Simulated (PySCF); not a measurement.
# O4Si4: relaxation and vibrations and intensities

Aim: for O4Si4, 2 runs in a chain (relaxation and vibrations and intensities).

Computed with PySCF 2.14.0 (relaxation, pbe0, def2-tzvp, and further levels as typed in the inputs, unless a step's input says otherwise).

## 1. The starting structure

Bond lengths: Si1–O2 1.680 Å, O2–Si3 1.680 Å, Si3–O4 1.680 Å, O4–Si5 1.680 Å, Si1–O6 1.718 Å, Si5–O6 1.680 Å, O6–Si7 1.718 Å, Si1–O8 1.718 Å, Si7–O8 1.718 Å. Angles: Si1–O2–Si3 119.7°, O2–Si1–O6 109.4°, O2–Si1–O8 158.1°, O6–Si1–O8 90.0°, O2–Si3–O4 116.5°, Si3–O4–Si5 127.9°, O4–Si5–O6 106.9°, Si1–O6–Si5 126.0°, Si1–O6–Si7 90.0°, Si5–O6–Si7 116.8°, O6–Si7–O8 90.0°, Si1–O8–Si7 90.0°.

Coordinates:

```xyz
8

Si    1.1747   -1.8442    1.0308
O     0.3693   -2.8421   -0.0545
Si   -0.4908   -2.1640   -1.3283
O    -0.7723   -0.5098   -1.2455
Si   -0.3815    0.5417    0.0051
O     0.2873   -0.3871    1.2349
Si    1.6101    0.2986    2.0907
O     2.4974   -1.1585    1.8866
```

## 2. Relaxation: O4Si4, charge +1

The input, run.py:

```python
from pyscf import gto, dft
from pyscf.geomopt.geometric_solver import optimize
mol = gto.M(atom="mol.xyz", basis="def2-tzvp", charge=1, spin=1, verbose=4)
mf = dft.UKS(mol, xc="pbe0").density_fit().run(conv_tol=1e-9)
for i in range(6):  # look for a lower solution of the same spin
    mo, _, ok, _ = mf.stability(return_status=True)
    if ok: break
    mf.kernel(mf.make_rdm1(mo, mf.mo_occ))
print(f"converged SCF energy = {mf.e_tot:.10f}, stable: {ok}")
m = optimize(mf, maxsteps=60)
print("optimised structure (A):")
for k in range(m.natm): print(m.atom_symbol(k), *(f"{x:.8f}" for x in m.atom_coords(unit="A")[k]))
```

Started as:

```
python run.py
```

Output:

```text
 = -0.284409361809  gap/eV = 3.79987
Extra cycle  E= -1458.20966290484  delta_E= -4.64e-11  |g|= 1.24e-05  |ddm|= 1.84e-05
converged SCF energy = -1458.20966290484  <S^2> = 0.75327343  2S+1 = 2.0032708

******** <class 'pyscf.grad.rhf.Gradients_Scanner'> for <class 'pyscf.scf.hf.DFUKS_Scanner'> ********
unit = Eh/Bohr
grid_response = False
--------------- DFUKS_Scanner gradients ---------------
         x                y                z
0 Si     0.0017855249     0.0014588474    -0.0009756985
1 O    -0.0020792442    -0.0020511068     0.0012898292
2 Si     0.0011378180     0.0008261300    -0.0011455106
3 O     0.0005740725    -0.0010519450    -0.0016646347
4 Si     0.0009645289     0.0000096336     0.0022635746
5 O    -0.0024998020     0.0006643420     0.0014169258
6 Si     0.0002504930     0.0023735814    -0.0010876168
7 O    -0.0000509295    -0.0022865618    -0.0001177239
----------------------------------------------
cycle 9: E = -1458.2096629  dE = -0.000678055  norm(grad) = 0.00712989

Geometry optimization cycle 10
Cartesian coordinates (Angstrom)
 Atom        New coordinates             dX        dY        dZ
  Si   0.765115  -1.908569   1.380836   -0.005645  0.006986 -0.003835
   O   0.583115  -2.583319  -0.071087    0.023992  0.012677 -0.013149
  Si  -0.142447  -2.139682  -1.533434   -0.022383 -0.007099  0.006185
   O  -0.787415  -0.654278  -1.043575   -0.022099 -0.006236  0.002514
  Si  -0.817529   0.560476   0.033585    0.009951  0.006076 -0.014800
   O   0.349351  -0.191515   1.229629    0.011008  0.008499 -0.009011
  Si   2.056542   0.248172   1.820210    0.002953 -0.007777  0.018475
   O   2.280377  -1.389789   1.824516   -0.006434 -0.006046  0.018371
New geometry
   1 Si     0.765114582533  -1.908569403624   1.380836166739 AA    1.445857014898  -3.606673462574   2.609402178031 Bohr
   2 O      0.583115142841  -2.583318853394  -0.071087332064 AA    1.101927919055  -4.881765125339  -0.134335588527 Bohr
   3 Si    -0.142446829307  -2.139681574759  -1.533434025421 AA   -0.269185494702  -4.043412170073  -2.897770338135 Bohr
   4 O     -0.787414711529  -0.654277553151  -1.043575420382 AA   -1.487998151244  -1.236405384906  -1.972071734850 Bohr
   5 Si    -0.817528957101   0.560475986691   0.033585398378 AA   -1.544905827822   1.059146114242   0.063467204719 Bohr
   6 O      0.349350847538  -0.191515239020   1.229629067627 AA    0.660177423232  -0.361911350428   2.323662172619 Bohr
   7 Si     2.056541780614   0.248171506139   1.820209964234 AA    3.886300729085   0.468976178523   3.439698321607 Bohr
   8 O      2.280377030761  -1.389789357931   1.824515755630 AA    4.309288048887  -2.626321257324   3.447835088095 Bohr

******** <class 'pyscf.scf.hf.DFUKS_Scanner'> ********
method = DFUKS_Scanner
initial guess = minao
damping factor = 0
level_shift factor = 0
DIIS = <class 'pyscf.scf.diis.CDIIS'>
diis_start_cycle = 1
diis_space = 8
diis_damp = 0
SCF conv_tol = 1e-09
SCF conv_tol_grad = None
SCF max_cycles = 50
direct_scf = False
number electrons alpha = 44  beta = 43
XC library pyscf.dft.libxc version 7.0.0
    S. Lehtola, C. Steigemann, M. J.T. Oliveira, and M. A.L. Marques.,  SoftwareX 7, 1–5 (2018)
XC functionals = pbe0
    C. Adamo and V. Barone.,  J. Chem. Phys. 110, 6158 (1999)
    M. Ernzerhof and G. E. Scuseria.,  J. Chem. Phys. 110, 5029 (1999)
radial grids:
    Treutler-Ahlrichs [JCP 102, 346 (1995); DOI:10.1063/1.469408] (M4) radial grids

becke partition: Becke, JCP 88, 2547 (1988); DOI:10.1063/1.454033
pruning grids: <function nwchem_prune at 0x7c3b6a179bc0>
grids dens level: 3
symmetrized grids: False
atomic radii adjust function: <function treutler_atomic_radii_adjust at 0x7c3b6a17a8e0>
small_rho_cutoff = 0
Set gradient conv threshold to 3.16228e-05
tot grids = 133048
******** <class 'pyscf.df.df.DF'> ********
auxbasis = def2-tzvp-jkfit
init E= -1458.21005424454
[... the frontier-level lines of each cycle are left out ...]
cycle= 1 E= -1458.2099734846  delta_E= 8.08e-05  |g|= 0.00582  |ddm|= 0.0457
cycle= 2 E= -1458.20998661512  delta_E= -1.31e-05  |g|= 0.00666  |ddm|= 0.00958
cycle= 3 E= -1458.21000227903  delta_E= -1.57e-05  |g|= 0.0023  |ddm|= 0.00444
cycle= 4 E= -1458.21000429742  delta_E= -2.02e-06  |g|= 0.000588  |ddm|= 0.0016
cycle= 5 E= -1458.21000451429  delta_E= -2.17e-07  |g|= 0.000254  |ddm|= 0.000806
cycle= 6 E= -1458.21000455471  delta_E= -4.04e-08  |g|= 0.000107  |ddm|= 0.000287
cycle= 7 E= -1458.21000456563  delta_E= -1.09e-08  |g|= 5.73e-05  |ddm|= 0.000155
cycle= 8 E= -1458.21000457272  delta_E= -7.09e-09  |g|= 2.76e-05  |ddm|= 0.000153
cycle= 9 E= -1458.21000457619  delta_E= -3.46e-09  |g|= 2.12e-05  |ddm|= 0.000112
cycle= 10 E= -1458.21000457858  delta_E= -2.39e-09  |g|= 1.56e-05  |ddm|= 0.000111
cycle= 11 E= -1458.21000457986  delta_E= -1.29e-09  |g|= 8.63e-06  |ddm|= 9.79e-05
cycle= 12 E= -1458.21000458031  delta_E= -4.47e-10  |g|= 5.51e-06  |ddm|= 7.6e-05
Extra cycle  E= -1458.21000458031  delta_E= 9.09e-13  |g|= 9.87e-06  |ddm|= 1.09e-05
converged SCF energy = -1458.21000458031  <S^2> = 0.75332895  2S+1 = 2.0033262

******** <class 'pyscf.grad.rhf.Gradients_Scanner'> for <class 'pyscf.scf.hf.DFUKS_Scanner'> ********
unit = Eh/Bohr
grid_response = False
--------------- DFUKS_Scanner gradients ---------------
         x                y                z
0 Si     0.0004786403     0.0020250406     0.0005219185
1 O    -0.0013713973    -0.0023455437    -0.0006437047
2 Si     0.0007736224     0.0016403410     0.0005829607
3 O     0.0001882141    -0.0001581061    -0.0016774175
4 Si     0.0011807829    -0.0020076053     0.0009120326
5 O    -0.0014586454     0.0012778619     0.0018167754
6 Si    -0.0003838540     0.0000980296    -0.0010602278
7 O     0.0006584939    -0.0006213050    -0.0004132694
----------------------------------------------
cycle 10: E = -1458.21000458  dE = -0.000341675  norm(grad) = 0.00587294

Geometry optimization cycle 11
Cartesian coordinates (Angstrom)
 Atom        New coordinates             dX        dY        dZ
  Si   0.754634  -1.888061   1.354859   -0.010480  0.020509 -0.025977
   O   0.648456  -2.537404  -0.116791    0.065341  0.045914 -0.045704
  Si  -0.212863  -2.168202  -1.518201   -0.070416 -0.028520  0.015233
   O  -0.845398  -0.674952  -1.024898   -0.057983 -0.020675  0.018677
  Si  -0.784838   0.588588  -0.013451    0.032691  0.028112 -0.047037
   O   0.383308  -0.167244   1.195248    0.033957  0.024271 -0.034381
  Si   2.061088   0.230061   1.883301    0.004546 -0.018111  0.063091
   O   2.256410  -1.407888   1.880549   -0.023967 -0.018099  0.056033
New geometry
   1 Si     0.754634461027  -1.888060751493   1.354859379382 AA    1.426052455500  -3.567917726863   2.560313164331 Bohr
   2 O      0.648455755319  -2.537404453186  -0.116791049228 AA    1.225403781451  -4.794999483774  -0.220703096841 Bohr
   3 Si    -0.212862709766  -2.168201525829  -1.518201462563 AA   -0.402252223590  -4.097307066680  -2.868984966159 Bohr
   4 O     -0.845397900116  -0.674952122906  -1.024898117454 AA   -1.597570497502  -1.275474659486  -1.936776747570 Bohr
   5 Si    -0.784837621804   0.588587877120  -0.013451130464 AA   -1.483128157464   1.112269887996  -0.025418952642 Bohr
   6 O      0.383307694081  -0.167243742473   1.195247933536 AA    0.724346563252  -0.316044869321   2.258691245335 Bohr
   7 Si     2.061088244197   0.230060894549   1.883300938881 AA    3.894892300093   0.434752082671   3.558922984621 Bohr
   8 O      2.256409862798  -1.407888358724   1.880549052609 AA    4.263996665456  -2.660523411951   3.553722673241 Bohr

******** <class 'pyscf.scf.hf.DFUKS_Scanner'> ********
method = DFUKS_Scanner
initial guess = minao
damping factor = 0
level_shift factor = 0
DIIS = <class 'pyscf.scf.diis.CDIIS'>
diis_start_cycle = 1
diis_space = 8
diis_damp = 0
SCF conv_tol = 1e-09
SCF conv_tol_grad = None
SCF max_cycles = 50
direct_scf = False
number electrons alpha = 44  beta = 43
XC library pyscf.dft.libxc version 7.0.0
    S. Lehtola, C. Steigemann, M. J.T. Oliveira, and M. A.L. Marques.,  SoftwareX 7, 1–5 (2018)
XC functionals = pbe0
[... 435 lines left out ...]

******** <class 'pyscf.grad.rhf.Gradients_Scanner'> for <class 'pyscf.scf.hf.DFUKS_Scanner'> ********
unit = Eh/Bohr
grid_response = False
--------------- DFUKS_Scanner gradients ---------------
         x                y                z
0 Si    -0.0001318757     0.0000709027    -0.0000319969
1 O     0.0002431856    -0.0002648210     0.0001647337
2 Si    -0.0002966235     0.0001414523    -0.0002928012
3 O     0.0002005398    -0.0002453860    -0.0000082512
4 Si    -0.0000598663     0.0003053114     0.0000339626
5 O     0.0000811332    -0.0003895711     0.0001227638
6 Si     0.0000240839     0.0005115233     0.0000039151
7 O    -0.0000665224    -0.0002333291     0.0000111020
----------------------------------------------
cycle 16: E = -1458.21082513  dE = -8.00619e-06  norm(grad) = 0.00103281

Geometry optimization cycle 17
Cartesian coordinates (Angstrom)
 Atom        New coordinates             dX        dY        dZ
  Si   0.761248  -1.874627   1.326738   -0.000603  0.002960 -0.000110
   O   0.664519  -2.521172  -0.144781   -0.000476  0.003682 -0.000259
  Si  -0.265228  -2.162733  -1.514383   -0.000608  0.003676  0.000504
   O  -0.899412  -0.682724  -0.983667   -0.003951  0.001520  0.002182
  Si  -0.755430   0.624564  -0.030580   -0.000064  0.002022  0.000832
   O   0.414683  -0.144699   1.152053    0.002364  0.003894 -0.001697
  Si   2.063439   0.244375   1.907298    0.002970  0.000424 -0.001759
   O   2.240862  -1.400662   1.911534    0.000325  0.000635 -0.000607
New geometry
   1 Si     0.761248408317  -1.874627243450   1.326738178285 AA    1.438551004480  -3.542532075769   2.507171795964 Bohr
   2 O      0.664519486471  -2.521171940450  -0.144780838867 AA    1.255759833868  -4.764324480389  -0.273596133543 Bohr
   3 Si    -0.265228162315  -2.162732641703  -1.514382772109 AA   -0.501208587298  -4.086972373477  -2.861768687045 Bohr
   4 O     -0.899411769445  -0.682723951707  -0.983666797478 AA   -1.699641917462  -1.290161287408  -1.858860845061 Bohr
   5 Si    -0.755430083393   0.624564003024  -0.030579792182 AA   -1.427555963869   1.180254912977  -0.057787432169 Bohr
   6 O      0.414683031922  -0.144698636383   1.152052565178 AA    0.783637358837  -0.273440793361   2.177063829290 Bohr
   7 Si     2.063439133802   0.244374689948   1.907297844678 AA    3.899334837596   0.461801235777   3.604270564414 Bohr
   8 O      2.240861989254  -1.400662405202   1.911533666230 AA    4.234615442639  -2.646868338807   3.612275107061 Bohr

******** <class 'pyscf.scf.hf.DFUKS_Scanner'> ********
method = DFUKS_Scanner
initial guess = minao
damping factor = 0
level_shift factor = 0
DIIS = <class 'pyscf.scf.diis.CDIIS'>
diis_start_cycle = 1
diis_space = 8
diis_damp = 0
SCF conv_tol = 1e-09
SCF conv_tol_grad = None
SCF max_cycles = 50
direct_scf = False
number electrons alpha = 44  beta = 43
XC library pyscf.dft.libxc version 7.0.0
    S. Lehtola, C. Steigemann, M. J.T. Oliveira, and M. A.L. Marques.,  SoftwareX 7, 1–5 (2018)
XC functionals = pbe0
    C. Adamo and V. Barone.,  J. Chem. Phys. 110, 6158 (1999)
    M. Ernzerhof and G. E. Scuseria.,  J. Chem. Phys. 110, 5029 (1999)
radial grids:
    Treutler-Ahlrichs [JCP 102, 346 (1995); DOI:10.1063/1.469408] (M4) radial grids

becke partition: Becke, JCP 88, 2547 (1988); DOI:10.1063/1.454033
pruning grids: <function nwchem_prune at 0x7c3b6a179bc0>
grids dens level: 3
symmetrized grids: False
atomic radii adjust function: <function treutler_atomic_radii_adjust at 0x7c3b6a17a8e0>
small_rho_cutoff = 0
Set gradient conv threshold to 3.16228e-05
tot grids = 133048
******** <class 'pyscf.df.df.DF'> ********
auxbasis = def2-tzvp-jkfit
init E= -1458.21162512326
cycle= 1 E= -1458.21082657898  delta_E= 0.000799  |g|= 0.000837  |ddm|= 0.00475
cycle= 2 E= -1458.21082653309  delta_E= 4.59e-08  |g|= 0.00118  |ddm|= 0.00159
cycle= 3 E= -1458.21082707459  delta_E= -5.41e-07  |g|= 0.000187  |ddm|= 0.000717
cycle= 4 E= -1458.21082708743  delta_E= -1.28e-08  |g|= 7.87e-05  |ddm|= 0.000177
cycle= 5 E= -1458.21082708958  delta_E= -2.15e-09  |g|= 5.17e-05  |ddm|= 7.67e-05
cycle= 6 E= -1458.21082709068  delta_E= -1.11e-09  |g|= 1.51e-05  |ddm|= 4.02e-05
cycle= 7 E= -1458.21082709082  delta_E= -1.36e-10  |g|= 5.02e-06  |ddm|= 1.62e-05
Extra cycle  E= -1458.21082709084  delta_E= -2.36e-11  |g|= 6.77e-06  |ddm|= 1.23e-05
converged SCF energy = -1458.21082709084  <S^2> = 0.75331145  2S+1 = 2.0033087

******** <class 'pyscf.grad.rhf.Gradients_Scanner'> for <class 'pyscf.scf.hf.DFUKS_Scanner'> ********
unit = Eh/Bohr
grid_response = False
--------------- DFUKS_Scanner gradients ---------------
         x                y                z
0 Si    -0.0001681533    -0.0000091743     0.0000036455
1 O     0.0001576414    -0.0001144369     0.0000601755
2 Si    -0.0001485311     0.0002003730    -0.0000463892
3 O     0.0001005666    -0.0002095732    -0.0000444476
4 Si     0.0000869469     0.0000029210     0.0000799841
5 O     0.0000189772    -0.0000424095    -0.0000190546
6 Si    -0.0000866007     0.0000926572    -0.0000248865
7 O     0.0000319807    -0.0000245625    -0.0000056858
----------------------------------------------
cycle 17: E = -1458.21082709  dE = -1.95596e-06  norm(grad) = 0.000474514

Geometry optimization cycle 18
Cartesian coordinates (Angstrom)
 Atom        New coordinates             dX        dY        dZ
  Si   0.761804  -1.872332   1.326727    0.000556  0.002295 -0.000011
   O   0.663187  -2.518365  -0.144820   -0.001332  0.002807 -0.000039
  Si  -0.266460  -2.160132  -1.514006   -0.001232  0.002601  0.000377
   O  -0.901264  -0.680275  -0.982862   -0.001853  0.002449  0.000804
  Si  -0.755595   0.626620  -0.029673   -0.000165  0.002056  0.000907
   O   0.416095  -0.142047   1.151831    0.001412  0.002651 -0.000222
  Si   2.065763   0.245379   1.906169    0.002324  0.001004 -0.001129
   O   2.242179  -1.399536   1.910282    0.001317  0.001126 -0.001252
New geometry
   1 Si     0.761803986236  -1.872332044696   1.326726807391 AA    1.439600894588  -3.538194778722   2.507150308087 Bohr
   2 O      0.663187138046  -2.518364811499  -0.144819732182 AA    1.253242060242  -4.759019775476  -0.273669631256 Bohr
   3 Si    -0.266459692369  -2.160132123138  -1.514006219892 AA   -0.503535841813  -4.082058105607  -2.861057106485 Bohr
   4 O     -0.901264479861  -0.680274678390  -0.982862329046 AA   -1.703143032735  -1.285532831633  -1.857340620048 Bohr
   5 Si    -0.755595139916   0.626619948519  -0.029672825850 AA   -1.427867875493   1.184140086889  -0.056073514199 Bohr
   6 O      0.416095314898  -0.142047315258   1.151830559747 AA    0.786306186872  -0.268430522567   2.176644299826 Bohr
   7 Si     2.065763232592   0.245378812577   1.906169282850 AA    3.903726747795   0.463698752542   3.602137891645 Bohr
   8 O      2.242179323327  -1.399536454979   1.910281711443 AA    4.237104843252  -2.644740601254   3.609909255393 Bohr

******** <class 'pyscf.scf.hf.DFUKS_Scanner'> ********
method = DFUKS_Scanner
initial guess = minao
damping factor = 0
level_shift factor = 0
DIIS = <class 'pyscf.scf.diis.CDIIS'>
diis_start_cycle = 1
diis_space = 8
diis_damp = 0
SCF conv_tol = 1e-09
SCF conv_tol_grad = None
SCF max_cycles = 50
direct_scf = False
number electrons alpha = 44  beta = 43
XC library pyscf.dft.libxc version 7.0.0
    S. Lehtola, C. Steigemann, M. J.T. Oliveira, and M. A.L. Marques.,  SoftwareX 7, 1–5 (2018)
XC functionals = pbe0
    C. Adamo and V. Barone.,  J. Chem. Phys. 110, 6158 (1999)
    M. Ernzerhof and G. E. Scuseria.,  J. Chem. Phys. 110, 5029 (1999)
radial grids:
    Treutler-Ahlrichs [JCP 102, 346 (1995); DOI:10.1063/1.469408] (M4) radial grids

becke partition: Becke, JCP 88, 2547 (1988); DOI:10.1063/1.454033
pruning grids: <function nwchem_prune at 0x7c3b6a179bc0>
grids dens level: 3
symmetrized grids: False
atomic radii adjust function: <function treutler_atomic_radii_adjust at 0x7c3b6a17a8e0>
small_rho_cutoff = 0
Set gradient conv threshold to 3.16228e-05
tot grids = 133048
******** <class 'pyscf.df.df.DF'> ********
auxbasis = def2-tzvp-jkfit
init E= -1458.21113448048
cycle= 1 E= -1458.21082744439  delta_E= 0.000307  |g|= 0.000403  |ddm|= 0.00217
cycle= 2 E= -1458.2108273949  delta_E= 4.95e-08  |g|= 0.000642  |ddm|= 0.000741
cycle= 3 E= -1458.21082755082  delta_E= -1.56e-07  |g|= 8.8e-05  |ddm|= 0.000351
cycle= 4 E= -1458.21082755311  delta_E= -2.29e-09  |g|= 5.47e-05  |ddm|= 9.61e-05
cycle= 5 E= -1458.21082755415  delta_E= -1.04e-09  |g|= 2.45e-05  |ddm|= 4.06e-05
cycle= 6 E= -1458.21082755439  delta_E= -2.36e-10  |g|= 4.97e-06  |ddm|= 1.64e-05
Extra cycle  E= -1458.21082755439  delta_E= 4.55e-13  |g|= 7.18e-06  |ddm|= 9.39e-06
converged SCF energy = -1458.21082755439  <S^2> = 0.7533116  2S+1 = 2.0033089

******** <class 'pyscf.grad.rhf.Gradients_Scanner'> for <class 'pyscf.scf.hf.DFUKS_Scanner'> ********
unit = Eh/Bohr
grid_response = False
--------------- DFUKS_Scanner gradients ---------------
         x                y                z
0 Si    -0.0000688642    -0.0000497804     0.0000279723
1 O     0.0000447108    -0.0000186934    -0.0000148939
2 Si    -0.0000251412     0.0001159569     0.0000476857
3 O     0.0000183075    -0.0001061915    -0.0000477578
4 Si     0.0001214350    -0.0001286059     0.0000677246
5 O    -0.0000441681     0.0001350139    -0.0000610007
6 Si    -0.0000959686    -0.0001195110    -0.0000167731
7 O     0.0000431411     0.0000665890     0.0000008896
----------------------------------------------
cycle 18: E = -1458.21082755  dE = -4.63543e-07  norm(grad) = 0.000361471
optimised structure (A):
Si 0.76180399 -1.87233204 1.32672681
O 0.66318714 -2.51836481 -0.14481973
Si -0.26645969 -2.16013212 -1.51400622
O -0.90126448 -0.68027468 -0.98286233
Si -0.75559514 0.62661995 -0.02967283
O 0.41609531 -0.14204732 1.15183056
Si 2.06576323 0.24537881 1.90616928
O 2.24217932 -1.39953645 1.91028171
```

It took 20 min on 2 threads of Intel Xeon Platinum 8488C (Sapphire Rapids), shared host.

[end of part 1 of 2]
